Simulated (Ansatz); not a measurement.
**C₃H₃AlN₂: basis-set convergence**

How large a basis does C₃H₃AlN₂ need? Two functionals are run in growing sets.

Computed with Ansatz 0.2.0, Gaussian basis. Level: one geometry, several basis sets.

Plan: PBE0-D4/def2-SVP; ωB97M-V/def2-SVP; PBE0-D4/def2-QZVPP; ωB97M-V/def2-QZVPP; the functionals' def2-TZVPP values are taken from earlier runs.

## 1. The geometry

The geometry comes from an earlier relaxation with PBE0-D4/def2-TZVP; it is a stationary point, not always the lowest conformer.

9 atoms, charge 0, spin multiplicity 1.

Atoms are counted from 1 here; the program's logs count them from 0.

Bond lengths: C1–Al2 1.921 Å, C1–H7 1.091 Å, C1–H8 1.094 Å, C1–H9 1.094 Å, Al2–C3 1.926 Å, Al2–C5 1.927 Å, C3–N4 1.154 Å, C5–N6 1.154 Å. Angles: Al2–C1–H7 112.2°, Al2–C1–H8 110.5°, Al2–C1–H9 110.5°, H7–C1–H8 108.3°, H7–C1–H9 108.4°, H8–C1–H9 106.6°, C1–Al2–C3 123.7°, C1–Al2–C5 122.4°, C3–Al2–C5 113.8°, Al2–C3–N4 177.7°, Al2–C5–N6 177.8°.

## 2. PBE0-D4 in def2-SVP

in.yaml reads:

```yaml
crystal:
  periodic: [false, false, false]
  atoms:
    - {symbol: C, position_ang: [-1.005639, -0.788550, 0.841580]}
    - {symbol: Al, position_ang: [0.275468, 0.180727, -0.212288]}
    - {symbol: C, position_ang: [2.003902, -0.514704, -0.701182]}
    - {symbol: N, position_ang: [3.029152, -0.969374, -0.971443]}
    - {symbol: C, position_ang: [-0.067080, 1.954798, -0.880722]}
    - {symbol: N, position_ang: [-0.312642, 3.015809, -1.261298]}
    - {symbol: H, position_ang: [-0.635443, -1.770883, 1.140368]}
    - {symbol: H, position_ang: [-1.936388, -0.926786, 0.282781]}
    - {symbol: H, position_ang: [-1.262929, -0.227335, 1.745102]}
basis:
  gaussian: {orbitals: def2-SVP}
hamiltonian: {xc: pbe0, dispersion: d4}
output: {orbitals: {seedname: orbitals}}
```

Started as:

```
> ansatz run in.yaml --threads 4 --pin off --events-out ev --progress --plain --max-ram 10444MiB
```

After this run come: ωB97M-V in def2-SVP; PBE0-D4 in def2-QZVPP; ωB97M-V in def2-QZVPP.

Before running them: what should the planned runs give, taken together? Wanted: PBE0-D4: double and triple zeta above quadruple; ωB97M-V: double and triple zeta above quadruple.

**Answer**, as computed:

| quantity | value |
| --- | --- |
| PBE0-D4: double and triple zeta above quadruple | 9.86, 0.52 eV |
| ωB97M-V: double and triple zeta above quadruple | 10.08, 0.49 eV |

What this shows: For PBE0-D4 the step from double to triple zeta gains 9.34 eV and the next only 0.52 eV. Total energies overstate the basis error of differences, where much of it tends to cancel.
